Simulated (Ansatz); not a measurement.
**C3H10OZr: ionisation energy by level of theory**

An exercise on one series of results from a longer session: the logs are not shown, and one member is left open.

Method: unrestricted cation, the program's frozen cores in correlated methods; program: Ansatz 0.2.0, Gaussian basis.

Plan: UKS PBE-D4/def2-TZVPP; UKS r2SCAN-D4/def2-TZVPP; UKS PBE0-D4/def2-TZVPP; UKS B3LYP-D4/def2-TZVPP; UKS wB97X-V/def2-TZVPP; UKS wB97M-V/def2-TZVPP; UKS B2PLYP/def2-TZVPP; UHF-CCSD(T)/def2-TZVPP; UHF-MP2/def2-QZVPP; extrapolation to the limit; then −ε(HOMO) from the neutral's earlier runs with LDA (SPW92), PBE-D4, revPBE-D4, BLYP-D4, r2SCAN-D4, B97M-V, PBE0-D4, B3LYP-D4, r2SCANh-D4, r2SCAN0-D4, HSE06-D4, BHLYP-D4, CAM-B3LYP-D4, LC-ωPBE, ωB97X-V, ωB97M-V.

### The geometry

The geometry comes from an earlier relaxation with PBE0-D4 in a triple-zeta def2 set; it is a stationary point, not always the lowest conformer. Zr takes the def2 core potential; no spin-orbit term is included.

SMILES `[CH3][Zr]([CH3])([CH3])[OH]`, 15 atoms, charge 0, spin multiplicity 1.

Atoms are counted from 1 here; the program's logs count them from 0.

Bond lengths: C1–Zr2 2.226 Å, C1–H6 1.099 Å, C1–H7 1.095 Å, C1–H8 1.098 Å, Zr2–C3 2.226 Å, Zr2–C4 2.225 Å, Zr2–O5 1.909 Å, C3–H9 1.098 Å, C3–H10 1.099 Å, C3–H11 1.095 Å, C4–H12 1.099 Å, C4–H13 1.098 Å, C4–H14 1.095 Å, O5–H15 0.952 Å. Angles: Zr2–C1–H6 109.5°, Zr2–C1–H7 114.0°, Zr2–C1–H8 110.8°, H6–C1–H7 107.5°, H6–C1–H8 107.2°, H7–C1–H8 107.5°, C1–Zr2–C3 108.3°, C1–Zr2–C4 108.4°, C1–Zr2–O5 110.6°, C3–Zr2–C4 108.4°, C3–Zr2–O5 110.5°, C4–Zr2–O5 110.6°, Zr2–C3–H9 110.8°, Zr2–C3–H10 109.6°, Zr2–C3–H11 113.9°, H9–C3–H10 107.2°, H9–C3–H11 107.5°, H10–C3–H11 107.5° and more.

Set-up of the first run:

File in.yaml:

```yaml
crystal:
  periodic: [false, false, false]
  atoms:
    - {symbol: C, position_ang: [-1.843645, 0.559950, 0.878470]}
    - {symbol: Zr, position_ang: [0.050378, 0.302669, -0.261588]}
    - {symbol: C, position_ang: [1.735702, 0.229465, 1.190170]}
    - {symbol: C, position_ang: [-0.035114, -1.645084, -1.334746]}
    - {symbol: O, position_ang: [0.291242, 1.739313, -1.495963]}
    - {symbol: H, position_ang: [-1.748228, 0.080393, 1.862557]}
    - {symbol: H, position_ang: [-2.122712, 1.605310, 1.046871]}
    - {symbol: H, position_ang: [-2.680381, 0.073869, 0.360188]}
    - {symbol: H, position_ang: [1.523933, 0.857078, 2.065535]}
    - {symbol: H, position_ang: [1.865491, -0.799931, 1.552054]}
    - {symbol: H, position_ang: [2.694661, 0.556107, 0.774573]}
    - {symbol: H, position_ang: [-0.659269, -2.350532, -0.768916]}
    - {symbol: H, position_ang: [0.965957, -2.088738, -1.413943]}
    - {symbol: H, position_ang: [-0.447262, -1.578539, -2.346937]}
    - {symbol: H, position_ang: [0.409237, 2.458692, -2.108304]}
basis:
  gaussian: {orbitals: def2-TZVPP}
total_charge: 1
magnetization: {spin_polarized: true, initial_magnetization: 1}
hamiltonian: {xc: pbe, dispersion: d4}
```

On the command line:

```
> ansatz run in.yaml --threads 2 --pin off --events-out ev --progress --plain --max-ram 32768MiB --backend cuda --devices 0, --max-vram 18GiB
```

Steps of the session up to this table: Cation, UKS PBE-D4/def2-TZVPP; Cation, UKS r2SCAN-D4/def2-TZVPP; Cation, UKS PBE0-D4/def2-TZVPP; Cation, UKS B3LYP-D4/def2-TZVPP; Cation, UKS wB97X-V/def2-TZVPP; Cation, UKS wB97M-V/def2-TZVPP; Cation, UKS B2PLYP (frozen core)/def2-TZVPP; Cation, UHF-CCSD(T)/def2-TZVPP; Cation, UHF-MP2/def2-QZVPP.

One of the session's tables, all rows but one given; the rest of the session is left out.

It belongs to the step «Ionisation energies side by side». Orbital estimates, from the neutral's runs:

```
  functional  −ε(HOMO) (eV)
 LDA (SPW92)           6.03
      PBE-D4           5.92
   revPBE-D4           5.87
     BLYP-D4           5.80
   r2SCAN-D4           6.20
      B97M-V           6.29
     PBE0-D4              ?
    B3LYP-D4           7.02
  r2SCANh-D4           6.69
  r2SCAN0-D4           7.43
    HSE06-D4           6.84
    BHLYP-D4           8.47
CAM-B3LYP-D4           8.65
     LC-ωPBE          10.05
     ωB97X-V           9.69
     ωB97M-V           9.57
```

Estimate the missing values for PBE0-D4.

As computed: −ε(HOMO) (eV): 7.24. In the column «−ε(HOMO) (eV)» it lies between B3LYP-D4 (7.02) and r2SCAN0-D4 (7.43).
